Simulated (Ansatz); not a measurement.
# MgS: response to strain

MgS is deformed so: zz strain of -1 %. What stress and forces result, by LAPW, PAW and all-electron datasets made for the crystal?

Computed with Ansatz 0.2.0 (DFT LDA, scalar-relativistic, unless a step's input says otherwise).

**1. The system as given**

Symmetry: Fm-3m, No. 225, cubic system. The conventional cell has a = 5.203 Å, b = 5.203 Å, c = 5.203 Å, α = 90.00°, β = 90.00°, γ = 90.00°. Mg (site symmetry m-3m) is surrounded by 6 S at 2.60 Å. Around S (site symmetry m-3m) lie 6 Mg at 2.60 Å.

Structure file:

```cif
data_structure
_symmetry_space_group_name_H-M 'P 1'
_symmetry_Int_Tables_number 1
_cell_length_a 3.6793
_cell_length_b 3.6793
_cell_length_c 3.6793
_cell_angle_alpha 60.000
_cell_angle_beta 60.000
_cell_angle_gamma 60.000
_cell_volume 35.22
loop_
_atom_site_label
_atom_site_type_symbol
_atom_site_fract_x
_atom_site_fract_y
_atom_site_fract_z
_atom_site_occupancy
Mg1 Mg 0.00000 0.00000 0.00000 1
S1 S 0.50000 0.50000 0.50000 1
```

Atoms are numbered in the order of the input: Mg1, S2.

**2. After the deformation**

Space group Fm-3m before, I4/mmm after.

**3. Full-potential LAPW**

Input file input.yaml:

```yaml
crystal:
  lattice:
    - [0.0, 2.60165, 2.5756335]
    - [2.60165, 0.0, 2.5756335]
    - [2.60165, 2.60165, 0.0]
  atoms:
    - { symbol: Mg, position: [0.0, 0.0, 0.0] }
    - { symbol: S, position: [0.5, 0.5, 0.5] }
kpoints:
  mp_grid: { grid: [8, 8, 8] }
  band_path:
    path:
      - [0.0, 0.0, 0.0]
      - [0.0, 0.5, 0.5]
      - [0.25, 0.75, 0.5]
      - [0.0, 0.5, 0.0]
      - [0.0, 0.0, 0.0]
      - [0.5, 0.5, 0.0]
      - [0.3775380063, 0.6224619937, 0.0]
      - [-0.3775380063, 0.3775380063, 0.0]
      - [0.0, 0.0, 0.0]
    npoints: 5
scf:
  occupations: { method: fermi_dirac, width: 0.01 }
hamiltonian:
  xc: lda
  pseudopotentials: { kind: all_electron, lapw: { basis_error: 0.00025 } }
output:
  forces: true
  stress: true
  eigenvalues: true
```

On the command line:

```console
> ansatz run input.yaml --threads 1 --pin off --max-ram 3072MiB --backend cpu --events-out ev --progress --plain --runs-dir out
```

**4. PAW on the default files**

Input file input.yaml:

```yaml
crystal:
  lattice:
    - [0.0, 2.60165, 2.5756335]
    - [2.60165, 0.0, 2.5756335]
    - [2.60165, 2.60165, 0.0]
  atoms:
    - { symbol: Mg, position: [0.0, 0.0, 0.0] }
    - { symbol: S, position: [0.5, 0.5, 0.5] }
kpoints:
  mp_grid: { grid: [8, 8, 8] }
scf:
  occupations: { method: fermi_dirac, width: 0.01 }
hamiltonian:
  xc: lda
  pseudopotentials: { kind: paw }
output:
  forces: true
  stress: true
  eigenvalues: true
  efg: { contact_densities: true }
```

**5. Datasets made for this crystal**

Changes to input.yaml since step 4:

```diff
@@ -14,3 +14,3 @@
   xc: lda
-  pseudopotentials: { kind: paw }
+  pseudopotentials: { kind: all_electron, datasets: crystal }
 output:
```

(Steps that only read results are left out.)

Before running it: what results should come out? Wanted: pressure; largest shear or deviatoric stress.

As calculated:

| quantity | value |
| --- | --- |
| pressure | LAPW -2.52, PAW -2.55, crystal datasets -2.52 GPa |
| largest shear or deviatoric stress (LAPW) | 0.69 GPa |

What this shows: The largest part of the stress beyond the pressure is 0.69 GPa in size, in the zz component; the atoms are carried along and not relaxed. No run of the undeformed cell stands beside it, so the pressure holds what the given cell had before the change. PAW: stress within 0.03 GPa of LAPW. Crystal datasets: stress within 0.01 GPa of LAPW.
